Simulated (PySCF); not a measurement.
**[Dy(H2O)4]3+: other functionals and bases at one geometry**

How far do other levels of theory move the description of [Dy(H2O)4]3+, and what does each cost? The structure is generated, not taken from experiment.

The runs use PySCF 2.14.0; several levels, as the steps say, no spin–orbit coupling.

1 further run of the same task is left out (for a known fault of the program).

**1. The starting structure**

13 atoms, charge 3, spin multiplicity 1.

Bond lengths: Dy1–O2 2.288 Å, Dy1–O5 2.288 Å, Dy1–O8 2.288 Å, Dy1–O11 2.288 Å, O2–H3 0.987 Å, O2–H4 0.987 Å, O5–H6 0.987 Å, O5–H7 0.987 Å, O8–H9 0.987 Å, O8–H10 0.987 Å, O11–H12 0.987 Å, O11–H13 0.987 Å. Angles: O2–Dy1–O5 109.3°, O2–Dy1–O8 109.8°, O2–Dy1–O11 109.3°, O5–Dy1–O8 109.3°, O5–Dy1–O11 109.8°, O8–Dy1–O11 109.3°, Dy1–O2–H3 128.5°, Dy1–O2–H4 128.5°, H3–O2–H4 102.9°, Dy1–O5–H6 128.5°, Dy1–O5–H7 128.5°, H6–O5–H7 102.9°, Dy1–O8–H9 128.5°, Dy1–O8–H10 128.5°, H9–O8–H10 102.9°, Dy1–O11–H12 128.5°, Dy1–O11–H13 128.5°, H12–O11–H13 102.9°.

Coordinates:

```xyz
13
charge 3, multiplicity 1
Dy    0.0000    0.0000    0.0000
O     1.3162    1.3236    1.3236
H     1.6872    1.1243    2.2159
H     1.6872    2.2159    1.1243
O    -1.3162   -1.3236    1.3236
H    -1.6872   -1.1243    2.2159
H    -1.6872   -2.2159    1.1243
O     1.3162   -1.3236   -1.3236
H     1.6872   -2.2159   -1.1243
H     1.6872   -1.1243   -2.2159
O    -1.3162    1.3236   -1.3236
H    -1.6872    2.2159   -1.1243
H    -1.6872    1.1243   -2.2159
```

Formal oxidation states: Dy +3. Each metal's 9 4f electrons lie in its core potential, so multiplicities, spins and levels count the valence alone. An earlier session relaxed this geometry at r2SCAN, Dy lcecp-1-SVP with ECP55, O def2-SVP, H def2-SVP (singlet, point group D2d).

At r2SCAN on the finer grid: E = -341.453680 Eh, HOMO -22.85 eV, LUMO -16.17 eV, Mulliken charge on Dy1 +1.74 e, largest force component 0.034 eV/Å. 

Levels to run: revPBE; HF; M06-L; B3LYP. Hardware: 2 threads of Intel Xeon Platinum 8259CL at 2.50GHz (Skylake/Cascade Lake), shared host.

**2. revPBE**

run.py (the lines that set the calculation) reads:

```python
mol = gto.M(atom='''
Dy     0.00000     0.00000     0.00000
O      1.31624     1.32356     1.32356
H      1.68725     1.12430     2.21593
H      1.68725     2.21593     1.12430
O     -1.31624    -1.32356     1.32356
H     -1.68725    -1.12430     2.21593
H     -1.68725    -2.21593     1.12430
O      1.31624    -1.32356    -1.32356
H      1.68725    -2.21593    -1.12430
H      1.68725    -1.12430    -2.21593
O     -1.31624     1.32356    -1.32356
H     -1.68725     2.21593    -1.12430
H     -1.68725     1.12430    -2.21593''',
    basis={'Dy': 'lcecp-1-SVP', 'O': 'def2-SVP', 'H': 'def2-SVP'},
    ecp={'Dy': 'lcecp-1-SVP'},
    charge=3, spin=0)
mf = dft.RKS(mol, xc='PBE_R,PBE')
mf.grids.atom_grid = (75, 302)  # f atoms: unpruned, at least (60, 302)
mf = mf.density_fit()  # fitting sets: Dy AutoAux, O def2-universal-JKFIT, H def2-universal-JKFIT
mf.conv_tol = 1e-08; mf.max_cycle = 55
mf.kernel(dm0)  # dm0: the density of the relaxed state
```

Started as:

```console
$ OMP_NUM_THREADS=2 python run.py
```

**3. HF**

run.py (the lines that set the calculation), as its differences from that of step 2:

```diff
@@ -17,4 +17,3 @@
     charge=3, spin=0)
-mf = dft.RKS(mol, xc='PBE_R,PBE')
-mf.grids.atom_grid = (75, 302)  # f atoms: unpruned, at least (60, 302)
+mf = scf.RHF(mol)
 mf = mf.density_fit()  # fitting sets: Dy AutoAux, O def2-universal-JKFIT, H def2-universal-JKFIT
```

**4. M06-L**

run.py (the lines that set the calculation), as its differences from that of step 3:

```diff
@@ -17,3 +17,4 @@
     charge=3, spin=0)
-mf = scf.RHF(mol)
+mf = dft.RKS(mol, xc='M06L')
+mf.grids.atom_grid = (75, 302)  # f atoms: unpruned, at least (60, 302)
 mf = mf.density_fit()  # fitting sets: Dy AutoAux, O def2-universal-JKFIT, H def2-universal-JKFIT
```

**5. B3LYP**

run.py (the lines that set the calculation), as its differences from that of step 4:

```diff
@@ -17,3 +17,3 @@
     charge=3, spin=0)
-mf = dft.RKS(mol, xc='M06L')
+mf = dft.RKS(mol, xc='B3LYP')
 mf.grids.atom_grid = (75, 302)  # f atoms: unpruned, at least (60, 302)
```

Q: Predict the outcome of this session. Wanted: for each run, HOMO; gap; charge on Dy1; dipole; largest force.

The runs gave:

| level | state | HOMO (eV) | gap (eV) | charge on Dy1 (e) | dipole (D) | largest force (eV/Å) | basis functions | time |
| --- | --- | --- | --- | --- | --- | --- | --- | --- |
| r2SCAN (relaxed here) | singlet | -22.85 | 6.68 | 1.74 | 0.00 | 0.03 | 129 | 84 s |
| revPBE | singlet | -22.34 | 5.97 | 1.62 | 0.00 | 0.30 | 129 | 37 s |
| HF | singlet | -29.15 | 17.70 | 2.12 | 0.00 | 0.91 | 129 | 15 s |
| M06-L | singlet | -22.84 | 6.85 | 1.87 | 0.00 | 0.12 | 129 | 52 s |
| B3LYP | singlet | -23.95 | 8.17 | 1.71 | 0.00 | 0.04 | 129 | 28 s |

Times are on 2 threads of Intel Xeon Platinum 8259CL at 2.50GHz (Skylake/Cascade Lake), shared host; the first row also made further properties. The dipole of a charged species depends on the origin, so these sizes hold for this origin alone.

In one basis the HOMO–LUMO gap runs from 5.97 eV (revPBE) to 17.70 eV (HF). The largest leftover force, 0.91 eV/Å with HF, stands at a geometry relaxed at another level. The Mulliken charge on Dy spans +1.62 to +2.12 e over the levels. With 4f in the core, its levels are missing from HOMO and gap. Total energies of different levels can't be compared. Spin–orbit coupling is left out throughout.
